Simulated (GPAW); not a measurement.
# Two attempts at CH4F2Si (SMILES FC[SiH2]F)

Wanted: energy and one-electron properties of CH4F2Si, PBE/real-space grid (scalar-relativistic datasets).

The results are computed with GPAW 26.7.0.

2 further runs of the same task are left out: 1 that didn't finish, 1 set aside as unsound or not needed.

## 1. The structure to begin with

The species is CH4F2Si (8 atoms), meant as a singlet with charge 0. As SMILES, `FC[SiH2]F`. The shape is that of a GFN2-xTB optimisation. This is one conformer, not always the lowest.

Bond lengths: F1–C2 1.382 Å, C2–Si3 1.915 Å, Si3–F4 1.607 Å, C2–H5 1.094 Å, C2–H6 1.093 Å, Si3–H7 1.454 Å, Si3–H8 1.450 Å. Some angles: F1–C2–Si3 110.6°, C2–Si3–F4 106.9°, F1–C2–H5 106.2°, F1–C2–H6 106.0°, Si3–C2–H5 112.4°, Si3–C2–H6 112.9°, C2–Si3–H7 109.6°, C2–Si3–H8 111.0°, F4–Si3–H7 105.1°, F4–Si3–H8 106.2°.

## 2. Try one

The input, run_sp.py:

```python
import numpy as np
from ase.io.zmatrix import parse_zmatrix
from ase.units import Debye
from gpaw import GPAW

atoms = parse_zmatrix("""
F
C 1 1.382321
Si 2 1.915306 1 110.55841
F 3 1.607276 2 106.93275 1 -86.09572
H 2 1.09375 1 106.2184 3 -122.16811
H 2 1.092714 5 108.37338 1 113.56819
H 3 1.454099 4 105.05023 2 116.45017
H 3 1.450082 7 117.36453 4 -117.62553
""")
atoms.center(vacuum=4.5)
atoms.set_initial_magnetic_moments([1 / len(atoms)] * len(atoms))

calc = GPAW(mode='fd',
            h=0.2,
            xc='PBE',
            occupations={'name': 'fermi-dirac', 'width': 0.0, 'fixmagmom': True},
            maxiter=86,
            txt='-')
atoms.calc = calc

energy = atoms.get_potential_energy()
print(f'Energy = {energy:.5f} eV')
forces = atoms.get_forces()
print('Forces (eV/Ang)')
for symbol, f in zip(atoms.symbols, forces):
    print(f'{symbol:2} {f[0]:9.4f} {f[1]:9.4f} {f[2]:9.4f}')
dipole = atoms.get_dipole_moment() / Debye
print(f'Dipole                  {np.linalg.norm(dipole):.3f} D')
```

Command:

```
$ OMP_NUM_THREADS=1 python run_sp.py
```

Standard output:

```text
[...]
Number of symmetries: 1
[...]
  Number of IBZ points: 1
[...]
Spin-components: 2 (collinear spins)
Bands:           20
[...]
  Valence electrons: 26.0
[...]
  Grid points: [64 60 56]
  Charge: 0.0  # |e|
[...]
    cutoffs:
[...]
occupation numbers:
  Fixed magnetic moment: 1.000
[...]
xc functional:
  name: PBE with 2 nearest neighbor stencil
[...]
|iter     |     time |      energy | eigst |  dens |  magmom |
[...]
|iter:   1| 00:00:16 |  -36.905391 | +1.12 |       |  +0.9975|
[...]
|iter:  21| 00:03:30 |  -35.004921c| -7.71c| -5.73c|  +1.0000|
Converged in 21 steps
[...]
Energy contributions relative to reference atoms: (reference = -14392.094585)
Energy contributions:
  Kinetic:          45.595499
  Coulomb:         -46.796429
  Zero:              0.837934
  External:          0.000000
  Xc:              -34.641926
  Entropy:           0.000000
  Spinorbit:         0.000000
  ----------------------------
  Free energy:     -35.004921
  Extrapolated:    -35.004921
dipole moment: (0.089853, -0.480168, 0.125793)  # |e|*Ang
Total magnetic moment: (0.000000, 0.000000, 1.000000)
Local magnetic moments
|        x |        y |        z |
|----------|----------|----------|
| 0.000000 | 0.000000 | 0.094030 |  # F    0
| 0.000000 | 0.000000 | 0.067786 |  # C    1
| 0.000000 | 0.000000 | 0.125738 |  # Si   2
| 0.000000 | 0.000000 | 0.045944 |  # F    3
| 0.000000 | 0.000000 | 0.013202 |  # H    4
| 0.000000 | 0.000000 | 0.009522 |  # H    5
| 0.000000 | 0.000000 | 0.013261 |  # H    6
| 0.000000 | 0.000000 | 0.005311 |  # H    7
Fermi levels: -1.501, -7.920
Eigenvalues  # (at kpt = [0.000, 0.000, 0.000])
| band index |      eig [eV] | occ [0-1] |      eig [eV] | occ [0-1] |
|------------|---------------|-----------|---------------|-----------|
|          0 |       -31.509 |     1.000 |       -31.319 |     1.000 |
|        ... |               |           |               |           |
|          5 |       -13.138 |     1.000 |       -13.020 |     1.000 |
|          6 |       -12.278 |     1.000 |       -11.996 |     1.000 |
|          7 |       -11.021 |     1.000 |       -10.821 |     1.000 |
|          8 |       -10.840 |     1.000 |       -10.733 |     1.000 |
|          9 |       -10.403 |     1.000 |       -10.151 |     1.000 |
|         10 |        -9.413 |     1.000 |        -9.291 |     1.000 |
|         11 |        -8.599 |     1.000 |        -8.447 |     1.000 |
|         12 |        -8.419 |     1.000 |        -7.920 |     0.500 |
|         13 |        -1.501 |     0.500 |        -0.965 |     0.000 |
|         14 |        -1.127 |     0.000 |        -0.794 |     0.000 |
[...]
Gap: 6.420 eV
Transition (v -> c):
[...]
Forces (eV/Ang)
F    -0.0235   -0.0455   -0.1591
C    -0.6835   -1.5708   -0.0094
Si    0.2162    0.5817    1.0295
F     0.0236   -0.1063   -1.1389
H     0.2259    0.0803   -0.5799
H     0.3990    0.2988    0.3898
H     0.7398   -0.2890    0.2519
H    -0.6218    0.4209    0.2245
Dipole                  2.423 D
```

Wall time 3.5 min (1 thread of AMD EPYC (Zen 3), shared host); peak memory 0.8 GiB.

## 3. Diagnosis

It ran to the end. The result can't be trusted all the same.

The fault: the spin state typed doesn't suit the molecule. Among its listed settings the sound run differs in this, and the input shows the rest: reference RKS in place of UKS; multiplicity 1 in place of 2.

## 4. Second attempt

The input, molecule.py:

```python
import numpy as np
from ase.io.zmatrix import parse_zmatrix
from ase.units import Debye
from gpaw import GPAW

# Geometry
zmat = """
F
C 1 r2
Si 2 r3 1 a3
F 3 r4 2 a4 1 d4
H 2 r5 1 a5 3 d5
H 2 r6 5 a6 1 d6
H 3 r7 4 a7 2 d7
H 3 r8 7 a8 4 d8
"""
values = dict(r2=1.382321, r3=1.915306, a3=110.55841, r4=1.607276, a4=106.93275, d4=-86.09572, r5=1.09375, a5=106.2184, d5=-122.16811, r6=1.092714, a6=108.37338, d6=113.56819, r7=1.454099, a7=105.05023, d7=116.45017, r8=1.450082, a8=117.36453, d8=-117.62553)
mol = parse_zmatrix(zmat, defs=values)
mol.center(vacuum=4.5)

# DFT calculator
calculator = GPAW(mode='fd', h=0.2, xc='PBE', maxiter=100, txt='-')
mol.calc = calculator

energy = mol.get_potential_energy()
print(f'Energy: {energy:.5f} eV')
forces = mol.get_forces()
print('Forces (eV/Ang)')
for symbol, f in zip(mol.symbols, forces):
    print(f'{symbol:2} {f[0]:9.4f} {f[1]:9.4f} {f[2]:9.4f}')
dipole = mol.get_dipole_moment() / Debye
print(f'Dipole                  {np.linalg.norm(dipole):.3f} D')
homo, lumo = calculator.get_homo_lumo()
print(f'HOMO                    {homo:.3f} eV')
print(f'LUMO = {lumo:.3f} eV')
print(f'Gap: {lumo - homo:.3f} eV')
```

Command:

```
$ OMP_NUM_THREADS=1 python molecule.py
```

Standard output:

```text
[...]
Number of symmetries: 1
[...]
  Number of IBZ points: 1
[...]
Spin-components: 1 (collinear spins)
Bands:           20
[...]
  Valence electrons: 26.0
[...]
  Grid points: [64 60 56]
  Charge: 0.0  # |e|
[...]
    cutoffs:
[...]
occupation numbers:
  # Zero width
[...]
xc functional:
  name: PBE with 2 nearest neighbor stencil
[...]
|iter     |     time |      energy | eigst |  dens |
[...]
|iter:   1| 00:00:11 |  -40.807524 | +1.08 |       |
[...]
|iter:  13| 00:01:10 |  -38.160772c| -7.46c| -5.64c|
Converged in 13 steps
[...]
Energy contributions relative to reference atoms: (reference = -14392.094585)
Energy contributions:
  Kinetic:          47.527705
  Coulomb:         -49.740366
  Zero:              0.849473
  External:          0.000000
  Xc:              -36.797584
  Entropy:           0.000000
  Spinorbit:         0.000000
  ----------------------------
  Free energy:     -38.160772
  Extrapolated:    -38.160772
dipole moment: (0.288180, -0.118245, 0.282887)  # |e|*Ang
Fermi level: -4.156
Eigenvalues  # (at kpt = [0.000, 0.000, 0.000])
| band index |      eig [eV] | occ [0-2] |
|------------|---------------|-----------|
|          0 |       -30.053 |     2.000 |
|        ... |               |           |
|          5 |       -12.097 |     2.000 |
|          6 |       -11.359 |     2.000 |
|          7 |       -10.751 |     2.000 |
|          8 |       -10.687 |     2.000 |
|          9 |        -9.827 |     2.000 |
|         10 |        -8.546 |     2.000 |
|         11 |        -8.255 |     2.000 |
|         12 |        -7.260 |     2.000 |
|         13 |        -1.052 |     0.000 |
|         14 |        -0.499 |     0.000 |
[...]
Gap: 6.208 eV
Transition (v -> c):
[...]
Forces (eV/Ang)
F    -1.0656   -0.2338   -0.1694
C     0.4673    0.2561    0.1894
Si   -0.2070   -1.0773   -0.3209
F     0.1060    0.0949   -0.7277
H     0.3682   -0.0595   -0.1957
H     0.3523   -0.1344    0.2455
H     0.6295    0.0686    0.4526
H    -0.3789    0.4346    0.5444
Dipole                  2.021 D
HOMO                    -7.260 eV
LUMO = -1.052 eV
Gap: 6.208 eV
```

Wall time 72 s (1 thread of AMD EPYC (Zen 3), shared host); peak memory 0.64 GiB.

## 5. What came out

Level: PBE/real-space grid (scalar-relativistic datasets).

| quantity | value |
| --- | --- |
| energy as printed (from the program's reference atoms) | -38.1608 eV |
| dipole moment | 2.02 D |
| HOMO energy | -7.26 eV |
| LUMO energy | -1.05 eV |
| HOMO–LUMO gap | 6.21 eV |
